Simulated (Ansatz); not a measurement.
# CH2GaN: up Jacob's ladder to CCSD(T)

The task here is to estimate one member of a computed series from the others.

Computed with Ansatz 0.2.0, Gaussian basis. Level: functionals in def2-TZVPP, the program's frozen cores in correlated methods.

Plan: LDA (SPW92), PBE-D4, revPBE-D4, BLYP-D4, r2SCAN-D4, B97M-V, PBE0-D4, B3LYP-D4, r2SCANh-D4, r2SCAN0-D4, HSE06-D4, BHLYP-D4, CAM-B3LYP-D4, LC-ωPBE, ωB97X-V, ωB97M-V, B2PLYP, PBE-QIDH; CCSD(T)/def2-SVP; CCSD(T)/def2-TZVPP; CCSD(T)/def2-QZVPP; extrapolation to the limit; RPA on PBE.

## The geometry

All runs share one geometry, relaxed beforehand with PBE0-D4 in a triple-zeta def2 set.

5 atoms, charge 0, spin multiplicity 1.

Atoms are counted from 1 here; the program's logs count them from 0.

Bond lengths: N1–C2 1.154 Å, C2–Ga3 1.949 Å, Ga3–H4 1.553 Å, Ga3–H5 1.553 Å. Angles: N1–C2–Ga3 179.9°, C2–Ga3–H4 116.1°, C2–Ga3–H5 116.1°, H4–Ga3–H5 127.9°.

Set-up of the first run:

File in.yaml:

```yaml
crystal:
  periodic: [false, false, false]
  atoms:
    - {symbol: N, position_ang: [1.701374, -1.068412, 1.265963]}
    - {symbol: C, position_ang: [0.876849, -0.554347, 0.644024]}
    - {symbol: Ga, position_ang: [-0.517484, 0.313895, -0.405603]}
    - {symbol: H, position_ang: [-1.747173, -0.563768, -0.764508]}
    - {symbol: H, position_ang: [-0.263566, 1.799032, -0.781276]}
basis:
  gaussian: {orbitals: def2-TZVPP}
hamiltonian: {xc: lda}
output: {orbitals: {seedname: orbitals}}
```

Launch:

```bash
ansatz run in.yaml --threads 4 --pin off --events-out ev --progress --plain --max-ram 10444MiB
```

Among the steps run: LDA; PBE-D4 (GGA); revPBE-D4 (GGA); BLYP-D4 (GGA); r2SCAN-D4 (meta-GGA); B97M-V (meta-GGA); B3LYP-D4 (hybrid); r2SCANh-D4 (hybrid); r2SCAN0-D4 (hybrid); HSE06-D4 (hybrid); BHLYP-D4 (hybrid); CAM-B3LYP-D4 (range-separated); LC-ωPBE (range-separated); ωB97X-V (range-separated); ωB97M-V (range-separated); B2PLYP (double hybrid); PBE-QIDH (double hybrid).

One table of the session follows, with a row left open; its other results are not shown here.

| functional | HOMO (eV) | LUMO (eV) | gap (eV) |
| --- | --- | --- | --- |
| LDA (SPW92) | -8.12 | -3.80 | 4.32 |
| PBE-D4 | -8.00 | -3.51 | 4.48 |
| revPBE-D4 | -7.94 | -3.39 | 4.56 |
| BLYP-D4 | -7.88 | -3.47 | 4.41 |
| r2SCAN-D4 | -8.30 | -3.27 | 5.03 |
| B97M-V | ? | ? | ? |
| PBE0-D4 | -9.27 | -2.69 | 6.59 |
| B3LYP-D4 | -9.06 | -2.98 | 6.08 |
| r2SCANh-D4 | -8.77 | -2.97 | 5.80 |
| r2SCAN0-D4 | -9.48 | -2.54 | 6.93 |
| HSE06-D4 | -8.87 | -3.06 | 5.81 |
| BHLYP-D4 | -10.46 | -1.93 | 8.53 |
| CAM-B3LYP-D4 | -10.67 | -1.80 | 8.88 |
| LC-ωPBE | -12.09 | -0.57 | 11.51 |
| ωB97X-V | -11.68 | -0.71 | 10.97 |
| ωB97M-V | -11.51 | -0.91 | 10.60 |

**Question.** Estimate the row for B97M-V.

As computed: HOMO (eV): -8.32; LUMO (eV): -3.44; gap (eV): 4.88. In the column «HOMO (eV)» it lies between r2SCANh-D4 (-8.77) and r2SCAN-D4 (-8.30).
